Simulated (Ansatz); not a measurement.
# CH6BClO: the cost of one run

Program: Ansatz 0.2.0. Level of theory: RKS CAM-B3LYP-D4/def2-SVP. These are calculated values, not measurements.

### 1 The system as given

Bond lengths: B1–O2 1.760 Å, O2–H3 1.010 Å, B1–C4 1.600 Å, C4–H5 1.110 Å, C4–H6 1.110 Å, C4–H7 1.110 Å, B1–H8 1.190 Å, B1–Cl9 2.160 Å, O2–H10 1.123 Å, Cl9–H10 1.362 Å. Angles (14 of 17 angles, heavy atoms first): O2–B1–C4 120.0°, O2–B1–Cl9 71.6°, C4–B1–Cl9 96.8°, B1–O2–H3 109.5°, B1–O2–H10 85.7°, O2–B1–H8 120.0°, C4–B1–H8 120.0°, H8–B1–Cl9 101.3°, B1–C4–H5 109.5°, B1–C4–H6 109.5°, B1–C4–H7 109.5°, B1–Cl9–H10 65.3°, O2–H10–Cl9 137.3°, H3–O2–H10 110.2°.

As a file:

```xyz
10

B     0.0000    0.0000    0.0000
O     0.0000    0.0000    1.7600
H    -0.9095   -0.2814    2.0971
C     1.3856    0.0000   -0.8000
H     1.7152   -1.0462   -0.9702
H     1.2491    0.5080   -1.7774
H     2.1552    0.5381   -0.2082
H    -1.0305    0.0000   -0.5950
Cl    0.0968    2.0475    0.6811
H     0.0529    1.1186    1.6763
```

### 2 Pulling towards end A

Springs on the bonds that form and break draw the guess towards this end; the thresholds are loose.

File input.yaml:

```yaml
crystal:
  periodic: [false, false, false]
  atoms:
    - { symbol: B, position_ang: [0.0, 0.0, 0.0] }
    - { symbol: O, position_ang: [0.0, 0.0, 1.76] }
    - { symbol: H, position_ang: [-0.9095, -0.2814, 2.0971] }
    - { symbol: C, position_ang: [1.3856, 0.0, -0.8] }
    - { symbol: H, position_ang: [1.7152, -1.0462, -0.9702] }
    - { symbol: H, position_ang: [1.2491, 0.508, -1.7774] }
    - { symbol: H, position_ang: [2.1552, 0.5381, -0.2082] }
    - { symbol: H, position_ang: [-1.0305, 0.0, -0.595] }
    - { symbol: Cl, position_ang: [0.0968, 2.0475, 0.6811] }
    - { symbol: H, position_ang: [0.0529, 1.1186, 1.6763] }
basis:
  gaussian: { orbitals: def2-SVP }
hamiltonian:
  xc: cam_b3lyp
  dispersion: d4
relax:
  f_tol: 0.15
  max_steps: 25
  restrain:
    - { distance: [0, 8], at: 3.06, k: 30.0 }
    - { distance: [9, 1], at: 2.21, k: 30.0 }
    - { distance: [0, 1], at: 1.41, k: 30.0 }
    - { distance: [9, 8], at: 1.37, k: 30.0 }
```

Run with:

```bash
> ansatz run input.yaml --threads 4 --pin off --max-ram 5120MiB --backend cpu --events-out ev --progress --plain --runs-dir out
```

Q: Estimate wall time and peak memory on 4 threads of Arm Neoverse V2, shared host.

About 11 s, with a peak of 0.2 GiB.
